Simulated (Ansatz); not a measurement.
# CH4Si + H2: a complex and its separated parts

The complex below is one end of an elementary step. How strongly is it bound against its free parts?

Program: Ansatz 0.2.0, Gaussian basis. Level of theory: PBE0-D4/def2-TZVP structures, single points in def2-TZVPP, no counterpoise correction. These are calculated values, not measurements.

Levels: SPW92, PBE-D4, BLYP-D4, r2SCAN-D4, B97M-V, PBE0-D4, B3LYP-D4, r2SCAN0-D4, BHLYP-D4, CAM-B3LYP-D4, wB97X-V, wB97M-V, B2PLYP, PBE-QIDH, RPA on PBE, Hartree-Fock, MP2, CCSD, CCSD(T).

Correlated methods freeze the cores. B3LYP uses VWN-RPA correlation. B2PLYP carries no dispersion term here.

56 further runs of the same task are left out: 56 set aside as unsound or not needed.

**1. The system as given**

The complex: 8 atoms, charge 0, spin multiplicity 1.

Atoms are counted from 1 here; the program's logs count them from 0.

Bond lengths: Si1–C2 1.913 Å, Si1–H5 1.521 Å, C2–H6 1.092 Å, C2–H7 1.097 Å, C2–H8 1.090 Å, H3–H4 0.809 Å. Angles: C2–Si1–H5 99.1°, Si1–C2–H6 111.2°, Si1–C2–H7 104.9°, Si1–C2–H8 117.1°, H6–C2–H7 106.2°, H6–C2–H8 109.4°, H7–C2–H8 107.2°.

As a file:

```
Si   -1.1058   -0.1069    0.3518
C     0.6434    0.6684    0.3401
H    -0.6294   -1.7961    0.0057
H    -0.3803   -1.4863   -0.6990
H    -1.4677    0.0935   -1.1123
H     1.2350    0.3228    1.1909
H     0.4781    1.7417    0.4970
H     1.2267    0.5629   -0.5742
```

Its parts: CH4Si holds atoms 1, 2, 5, 6, 7, 8; H2 holds atoms 3, 4. Each part counts its atoms afresh in its own runs.

**2. Relaxing CH4Si alone**

Contents of relax-a/in.yaml:

```yaml
crystal:
  periodic: [false, false, false]
  atoms:
    - {symbol: Si, position_ang: [-1.105814, -0.106892, 0.351825]}
    - {symbol: C, position_ang: [0.643364, 0.668397, 0.340087]}
    - {symbol: H, position_ang: [-1.467749, 0.093542, -1.112317]}
    - {symbol: H, position_ang: [1.235031, 0.322813, 1.190935]}
    - {symbol: H, position_ang: [0.478088, 1.741692, 0.496985]}
    - {symbol: H, position_ang: [1.226732, 0.562907, -0.574239]}
basis:
  gaussian: {orbitals: def2-TZVP}
hamiltonian: {xc: pbe0, dispersion: d4}
relax: {f_tol: 0.005, max_steps: 200}
```

On the command line:

```sh
$ ansatz run in.yaml --threads 2 --pin off --events-out ev --progress --plain --max-ram 4352MiB
```

Further steps of the session: Relaxing H2 alone; SPW92/def2-TZVPP; PBE-D4/def2-TZVPP; BLYP-D4/def2-TZVPP; r2SCAN-D4/def2-TZVPP; B97M-V/def2-TZVPP; PBE0-D4/def2-TZVPP; B3LYP-D4/def2-TZVPP; r2SCAN0-D4/def2-TZVPP; BHLYP-D4/def2-TZVPP; CAM-B3LYP-D4/def2-TZVPP; wB97X-V/def2-TZVPP; wB97M-V/def2-TZVPP; B2PLYP/def2-TZVPP; PBE-QIDH/def2-TZVPP; RPA on PBE/def2-TZVPP; CCSD(T)/def2-TZVPP; Vibrations of CH4Si; Vibrations of H2.

What does the calculation give? Wanted: complex less parts, CCSD(T)/def2-TZVPP; with zero-point energy; largest T1 diagnostic.

As calculated:

```
                              quantity      value
complex less parts, CCSD(T)/def2-TZVPP  -0.080 eV
                with zero-point energy  +0.108 eV
                 largest T1 diagnostic      0.012
```

What this shows: At CCSD(T) the complex lies 0.080 eV below its parts. BHLYP-D4 is the best functional here (-0.024 eV from CCSD(T)); SPW92 is the worst (-0.577 eV). B2PLYP is as near within the digits shown. By rung, the mean size of the error is: LDA 0.577, GGA 0.168, meta-GGA 0.170, hybrid 0.132, range-separated hybrid 0.082, double hybrid 0.086 eV. PBE-D4 gives a relative energy 0.269 eV too low, an error of 337 % of the reference. No counterpoise was applied, and triple zeta lacks some correlation, so the CCSD(T) reference has a basis error of its own, and close matches with it are partly luck. The restricted Hartree–Fock reference is unstable towards an unrestricted one at one or more of these structures.
